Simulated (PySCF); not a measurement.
**[Tm(CO)]2+: other functionals and bases at one geometry**

The task here is to estimate one member of a computed series from the others.

Method: several levels, as the steps say, no spin–orbit coupling; program: PySCF 2.14.0.

1 further run of the same task is left out (for a known fault of the program).

**Where the work starts**

3 atoms, charge 2, spin multiplicity 1.

Bond lengths: Tm1–C2 2.759 Å, C2–O3 1.115 Å. Angles: Tm1–C2–O3 180.0°.

Geometry (Å):

```xyz
3

Tm    0.0000    0.0000   -0.6231
C     0.0000    0.0000    2.1362
O     0.0000    0.0000    3.2509
```

Formal oxidation states: Tm +2. Each metal's 13 4f electrons lie in its core potential, so multiplicities, spins and levels count the valence alone. An earlier session relaxed this geometry at PBE0, Tm lcecp-0-SVP with ECP59, C def2-SVP, O def2-SVP (singlet, point group C∞v).

At PBE0 on the finer grid: E = -144.934693 Eh, frontier levels not given, since the 4f levels lie in the core, Mulliken charge on Tm1 +1.80 e, largest force component 0.002 eV/Å. 

Levels to run: revPBE; CAM-B3LYP; PBE0, TZVP. Hardware: 2 threads of Arm Neoverse V2, shared host.

Set-up of the first run:

File run.py (the lines that set the calculation):

```python
mol = gto.M(atom='''
Tm     0.00000     0.00000    -0.62315
C      0.00000     0.00000     2.13617
O      0.00000     0.00000     3.25093''',
    basis={'Tm': 'lcecp-0-SVP', 'C': 'def2-SVP', 'O': 'def2-SVP'},
    ecp={'Tm': 'lcecp-0-SVP'},
    charge=2, spin=0)
mf = dft.RKS(mol, xc='PBE_R,PBE')
mf.grids.atom_grid = (75, 302)  # f atoms: unpruned, at least (60, 302)
mf = mf.density_fit()  # fitting sets: Tm AutoAux, C def2-universal-JKFIT, O def2-universal-JKFIT
mf.conv_tol = 1e-08; mf.max_cycle = 55
mf.kernel(dm0)  # dm0: the density of the relaxed state
```

Started as:

```bash
> OMP_NUM_THREADS=2 python run.py
```

Among the steps run: revPBE; CAM-B3LYP; PBE0, TZVP.

One of the session's tables, all rows but one given; the rest of the session is left out.

```
              level  charge on Tm1 (e)  dipole (D)  largest force component (eV/Å)
PBE0 (relaxed here)               1.80        1.91                            0.00
             revPBE               1.77        1.60                            2.21
          CAM-B3LYP                  ?           ?                               ?
         PBE0, TZVP               1.86        1.84                            0.67
```

Estimate the missing values for CAM-B3LYP.

The run gave: charge on Tm1 (e): 1.79; dipole (D): 1.93; largest force component (eV/Å): 0.28. In the column «charge on Tm1 (e)» it lies between revPBE (1.77) and PBE0 (relaxed here) (1.80).

The dipole of a charged species depends on the origin, so these sizes hold for this origin alone.

The largest leftover force, 2.21 eV/Å with revPBE, stands at a geometry relaxed at another level. With 4f in the core, its levels are missing from HOMO and gap, and its count is fixed, so no charge can pass from the ligands into it. Total energies of different levels can't be compared.
